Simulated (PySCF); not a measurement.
# C2H6Eu (Eu(CH3)2+): the cost of one run

Computed with PySCF 2.14.0. Level: PBE0, Eu lcecp-1-SVP with ECP52, C def2-SVP, H def2-SVP; scalar-relativistic core potentials, no spin–orbit coupling.

1 further run of the same task is left out (for a known fault of the program).

## 1. Starting geometry

9 atoms, charge 1, spin multiplicity 1.

Bond lengths: Eu1–C2 2.475 Å, Eu1–C6 2.475 Å, C2–H3 1.090 Å, C2–H4 1.090 Å, C2–H5 1.090 Å, C6–H7 1.090 Å, C6–H8 1.090 Å, C6–H9 1.090 Å. Angles: C2–Eu1–C6 131.8°, Eu1–C2–H3 109.5°, Eu1–C2–H4 109.5°, Eu1–C2–H5 109.5°, H3–C2–H4 109.5°, H3–C2–H5 109.5°, H4–C2–H5 109.5°, Eu1–C6–H7 109.5°, Eu1–C6–H8 109.5°, Eu1–C6–H9 109.5°, H7–C6–H8 109.5°, H7–C6–H9 109.5°, H8–C6–H9 109.5°.

As a file:

```xyz
9
charge 1, multiplicity 1
Eu    0.00000    0.00000    0.00000
C     2.25890    0.00000    1.01090
H     3.01030    0.00000    0.22130
H     2.38060    0.89000    1.62830
H     2.38060   -0.89000    1.62830
C    -2.25890    0.00000    1.01090
H    -3.01030    0.00000    0.22130
H    -2.38060   -0.89000    1.62830
H    -2.38060    0.89000    1.62830
```

Formal oxidation states: Eu +3. Each metal's 6 4f electrons lie in its core potential, so multiplicities, spins and levels count the valence alone.

## 2. SCF at the start, singlet

Contents of run.py (the lines that set the calculation):

```python
mol = gto.M(atom='''
Eu     0.00000     0.00000     0.00000
C      2.25890     0.00000     1.01090
H      3.01030     0.00000     0.22130
H      2.38060     0.89000     1.62830
H      2.38060    -0.89000     1.62830
C     -2.25890     0.00000     1.01090
H     -3.01030     0.00000     0.22130
H     -2.38060    -0.89000     1.62830
H     -2.38060     0.89000     1.62830''',
    basis={'Eu': 'lcecp-1-SVP', 'C': 'def2-SVP', 'H': 'def2-SVP'},
    ecp={'Eu': 'lcecp-1-SVP'},
    charge=1, spin=0)
mf = dft.RKS(mol, xc='PBE0')
mf.grids.atom_grid = (50, 194)  # f atoms: unpruned, at least (60, 302)
mf = mf.density_fit()  # fitting sets: Eu AutoAux, C def2-universal-JKFIT, H def2-universal-JKFIT
mf.conv_tol = 1e-08; mf.max_cycle = 55
mf.kernel(dm0)  # dm0: free metal ions and neutral atoms
```

The run is started by

```sh
OMP_NUM_THREADS=2 python run.py
```

**Question.** How long does this run take on 2 threads of Intel Xeon 6975P-C (Granite Rapids), shared host, and how much memory does it need?

About 2.3 s, with a peak of 0.57 GiB.
